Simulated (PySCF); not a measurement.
# [RuF4]-: structure of the sextet

The task is one start of a wider search on [RuF4]-: the sextet, from a PBE0 minimum start. It is relaxed, tested by its Hessian and followed downhill if it is a saddle.

Method: PBE0, basis Ru def2-SVPD with ECP28, F def2-SVPD, scalar-relativistic core potentials, no spin–orbit coupling, density fitting; program: PySCF 2.14.0.

**1. The starting structure**

5 atoms, charge -1, spin multiplicity 6.

Bond lengths: Ru1–F2 1.995 Å, Ru1–F3 1.995 Å, Ru1–F4 1.995 Å, Ru1–F5 1.995 Å. Angles: F2–Ru1–F3 109.4°, F2–Ru1–F4 109.5°, F2–Ru1–F5 109.5°, F3–Ru1–F4 109.5°, F3–Ru1–F5 109.5°, F4–Ru1–F5 109.4°.

```xyz
5
charge -1 multiplicity 6
Ru    0.0000    0.0000    0.0000
F     1.1515    1.1515   -1.1533
F    -1.1515   -1.1515   -1.1533
F     1.1515   -1.1515    1.1533
F    -1.1515    1.1515    1.1533
```

**2. First SCF at the start**

The steps below are one call of a driver around PySCF. For each, scf.py gives the equivalent set-up of the SCF; relaxations use the driver's own optimiser. After this first run the driver tries any further starts and a stability analysis.

Contents of scf.py:

```python
from pyscf import gto, scf, dft
mol = gto.M(atom='''
Ru     0.000000     0.000000     0.000000
F      1.151490     1.151490    -1.153320
F     -1.151490    -1.151490    -1.153320
F      1.151490    -1.151490     1.153320
F     -1.151490     1.151490     1.153320''',
    basis={'Ru': 'def2-SVPD', 'F': 'def2-SVPD'},
    ecp={'Ru': 'def2-SVPD'},
    charge=-1, spin=5)
mf = dft.UKS(mol, xc='PBE0')
mf.grids.atom_grid = (50, 194)
aux = {'Ru': 'def2-universal-JKFIT', 'F': 'def2-universal-JKFIT'}
mf = mf.density_fit(auxbasis=aux)
mf.conv_tol = 1e-08
mf.diis_space = 10
mf.max_cycle = 60
mf.init_guess = 'minao'
mf.verbose = 4
mf.kernel()
```

Run with:

```bash
OMP_NUM_THREADS=4 python axn.py task.json out
```

Log:

```text
init E= -483.84197109131
[... the frontier-level lines of each cycle are left out ...]
cycle= 1 E= -493.526967824492  delta_E= -9.68  |g|= 0.718  |ddm|= 2.28
cycle= 2 E= -493.284849215441  delta_E= 0.242  |g|= 1.17  |ddm|= 1.14
cycle= 3 E= -493.700453785556  delta_E= -0.416  |g|= 0.257  |ddm|= 0.715
cycle= 4 E= -493.73021198373  delta_E= -0.0298  |g|= 0.0237  |ddm|= 0.24
cycle= 5 E= -493.730555708762  delta_E= -0.000344  |g|= 0.00524  |ddm|= 0.036
cycle= 6 E= -493.730570961468  delta_E= -1.53e-05  |g|= 0.00128  |ddm|= 0.00806
cycle= 7 E= -493.730571716577  delta_E= -7.55e-07  |g|= 0.000288  |ddm|= 0.00118
cycle= 8 E= -493.730571770776  delta_E= -5.42e-08  |g|= 6.73e-05  |ddm|= 0.000489
cycle= 9 E= -493.730571772981  delta_E= -2.21e-09  |g|= 1.16e-05  |ddm|= 7.3e-05
Extra cycle  E= -493.730571772814  delta_E= 1.68e-10  |g|= 2.36e-05  |ddm|= 2.96e-05
converged SCF energy = -493.730571772814  <S^2> = 8.7560005  2S+1 = 6.0019998
```

This step, with its further starts and checks, needed 17 s of wall time on 4 threads of Arm Neoverse V1, shared host.

Energies from each starting density:

```
                      start  energy (Eh)
    the minimal-basis guess  -493.730572
a thermally smeared density  -493.730572
      a smeared PBE density  -493.730572
```

No lower solution of this spin turned up from the other starts or in the test of internal stability.

**3. PBE0 minimum start, sextet: relaxation**

The program finds Td symmetry in the start, which this walk keeps. Threshold on the gradient: 0.0003 Eh/bohr, with a further test on the energy change.

scf.py, as its differences from that of step 2:

```diff
@@ -4,4 +4,4 @@
-F      1.151490     1.151490    -1.153320
-F     -1.151490    -1.151490    -1.153320
-F      1.151490    -1.151490     1.153320
-F     -1.151490     1.151490     1.153320''',
+F      1.152100     1.152100    -1.152100
+F     -1.152100    -1.152100    -1.152100
+F      1.152100    -1.152100     1.152100
+F     -1.152100     1.152100     1.152100''',
@@ -18 +17,0 @@
-mf.init_guess = 'minao'
```

Energy and gradient, step by step:

```
step  energy (Eh)  change (kJ/mol)  largest symmetric gradient (Eh/bohr)
   0  -493.730572             0.00                               0.00006
```

The walk took 2.9 s.

End point (Td, 0 steps, 0.0 kJ/mol gained): Ru–F 1.995 Å (×4); F–Ru–F 109.5° (×6).

**4. Frequencies**

On the finer grid the gradient is checked again; gradients at displacements of ±0.02 bohr then give force constants and infrared intensities.

scf.py, as its differences from that of step 3:

```diff
@@ -3 +3 @@
-Ru     0.000000     0.000000     0.000000
+Ru    -0.000000    -0.000000    -0.000000
@@ -12 +12 @@
-mf.grids.atom_grid = (50, 194)
+mf.grids.atom_grid = (75, 302)
@@ -15 +15 @@
-mf.conv_tol = 1e-08
+mf.conv_tol = 1e-10
```

This SCF starts from the last density.

Log of the central SCF (cycles and frontier levels):

```text
init E= -493.729850799685
[... the frontier-level lines of each cycle are left out ...]
cycle= 1 E= -493.729850799685  delta_E= -1.14e-13  |g|= 1.38e-06  |ddm|= 2.6e-06
Extra cycle  E= -493.729850799685  delta_E= 2.27e-13  |g|= 3e-06  |ddm|= 3.79e-06
converged SCF energy = -493.729850799685  <S^2> = 8.7560063  2S+1 = 6.0020018
```

The whole step took 39 s.

Geometry: Td; Ru–F 1.995 Å (×4); F–Ru–F 109.5° (×6).

Harmonic modes (main isotopes):

```csv
symmetry,ω (cm⁻¹),IR (km/mol),μ (u),type
e,106,0.0,19.00,bend
t2,117,70.9,23.22,bend
t2,503,493,22.77,stretch
a1,531,0.0,19.00,stretch
```

μ is the mass of the mode for normalised Cartesian displacements, not the reduced mass of the usual diatomic formula.

All wavenumbers are real: a minimum.

Properties at this point:

```
Dipole moment about the centre of mass                          : 0.00 D
Highest occupied level                                          : -3.37 eV
Lowest empty level                                              : 1.33 eV
Rotational constants                                            : 0.08356, 0.08356, 0.08356 cm⁻¹
Zero-point energy                                               : 15.6 kJ/mol
Principal polarisabilities                                      : 45.7, 45.7, 45.7 bohr³
Principal traceless quadrupole moments about the centre of mass : 0.00, 0.00, 0.00 D Å
Entropy at 298.15 K and 1 bar (electronic part: spin only)      : 360.5 J/(mol K)
Heat capacity Cp at 298.15 K                                    : 94.4 J/(mol K)
Enthalpy at 298.15 K above 0 K                                  : 21.52 kJ/mol
Rotational symmetry number                                      : 12
Spin squared ⟨S²⟩                                               : 8.756
```

Populations by atom (charges in e):

```csv
atom,Mulliken,Löwdin,polar tensor,spin (Mulliken),Mayer order to Ru1
Ru1,2.01,1.38,2.04,4.26,–
"F2,3,4,5",-0.75,-0.59,-0.76,0.19,0.43
```

Mulliken populations on Ru1 (outside its core potential): s 2.15, p 6.05, d 5.78, f 0.01.

**5. Outcome**

| quantity | value |
| --- | --- |
| minimum | sextet, Td |
| geometry | Ru–F 1.995 Å (×4); F–Ru–F 109.5° (×6) |
| wavenumbers (cm⁻¹) | 106 (e), 117 (t2), 503 (t2), 531 (a1) |
| dipole moment (centre of mass) | 0.00 D |
| highest occupied, lowest empty level (either spin) | -3.37, 1.33 eV |
| polar-tensor charge of Ru1 | +2.04 e |
| zero-point energy | 15.6 kJ/mol |
| entropy at 298.15 K | 360.5 J/(mol K) |
| ⟨S²⟩ | 8.756 |

In words: The PBE0 minimum start keeps its Td symmetry and ends in a minimum. The strongest infrared band lies at 503 cm⁻¹ (t2, stretch). Most of the spin sits on Ru1 (Mulliken spin 4.26, against 5 for the whole molecule). Only this shape and spin were tried, so other structures or states may lie lower. Open d and f shells are described by one determinant, and the ground state may have another occupation or spin.

The search up to here took 59 s.
